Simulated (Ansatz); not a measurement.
Hf2Pd2Se2Br2O3:

```xyz
11
Lattice="7.6772 -1.7097 0.0000 7.6772 1.7097 0.0000 -3.9994 0.0000 12.5875" Properties=species:S:1:pos:R:3 pbc="T T T"
Hf   -2.9113    0.0000   11.8142
Hf    3.1781    0.0000    9.0241
Pd   10.6418    0.0000    6.1724
Pd    9.3695    0.0000    3.2341
Se    0.5754    0.0000    1.9429
Se    1.5781    0.0000    5.1861
Br    2.5312    0.0000   12.0186
Br    8.7231    0.0000    8.9811
O     3.8731    0.0000    7.2848
O     5.7273    0.0000   11.6684
O    11.7666    0.0000    9.7970
```

The cell was built by a generator and needn't be a form met in nature.

* Program: Ansatz 0.2.0
* Task: relaxation of cell and atoms
* Functional: RPBE
* Potentials or basis: Ansatz PAW
* Cutoff: 420 eV (not typed: the program's choice for these potentials)
* k mesh: 6 × 6 × 2
* Occupations: fermi-dirac, width 0.05 eV
* Spin: no spin polarisation

At the start: volume 30.04 Å³/atom.

Q: How do energy, volume and symmetry change on relaxing?

A: It ends after 19 steps and the volume is 31.82 Å³/atom (+5.9 %); space group Cm (No. 8, to 0.05 Å).

Step by step:
| step | energy change (eV) | largest force (eV/Å) | volume (Å³) |
| --- | --- | --- | --- |
| 1 | 0.0000 | 0.2365 | 330.44 |
| 2 | -0.0291 | 0.2825 | 341.23 |
| 3 | -0.0445 | 0.1581 | 341.06 |
| 4 | -0.0479 | 0.1461 | 343.41 |
| 5 | -0.0479 | 0.1139 | 347.11 |
| 6 | -0.0495 | 0.0484 | 346.55 |
| 7 | -0.0498 | 0.0126 | 346.44 |
| 8 | -0.0499 | 0.0152 | 346.47 |
| 9 | -0.0506 | 0.0093 | 345.74 |
| 10 | -0.0511 | 0.0049 | 345.15 |
| 11 | -0.0652 | 0.0116 | 345.15 |
| 12 | -0.0657 | 0.0127 | 345.54 |
| 13 | -0.0656 | 0.0168 | 346.26 |
| 14 | -0.0652 | 0.0358 | 347.44 |
| 15 | -0.0644 | 0.0144 | 349.29 |
| 16 | -0.0644 | 0.0136 | 349.35 |
| 17 | -0.0641 | 0.0104 | 349.92 |
| 18 | -0.0640 | 0.0047 | 350.02 |
| 19 | -0.0684 | 0.0047 | 350.02 |

Final structure:
```
Hf Pd Se Br O
1.0
     7.72432   -1.72460   -0.19960
     7.72432    1.72460   -0.19960
    -4.35121    0.00000   13.25014
Hf Pd Se Br O
2 2 2 2 3
Cartesian
  -3.2523 0.0000 12.4584
  2.9407 0.0000 9.4129
  10.5628 0.0000 6.1524
  9.4159 0.0000 3.0390
  0.5765 0.0000 1.9503
  1.5513 0.0000 5.2467
  2.2184 0.0000 12.4364
  8.5290 0.0000 9.0593
  3.5893 0.0000 7.6626
  5.4329 0.0000 12.1296
  11.5610 0.0000 10.0111
```

Caveat: the plane-wave basis is chosen anew once the cell has moved, so the energies of steps on either side of that aren't comparable; the PAW data sets come from PBE, with cores solved anew for the run's functional, which leaves a small shift of forces and pressure.
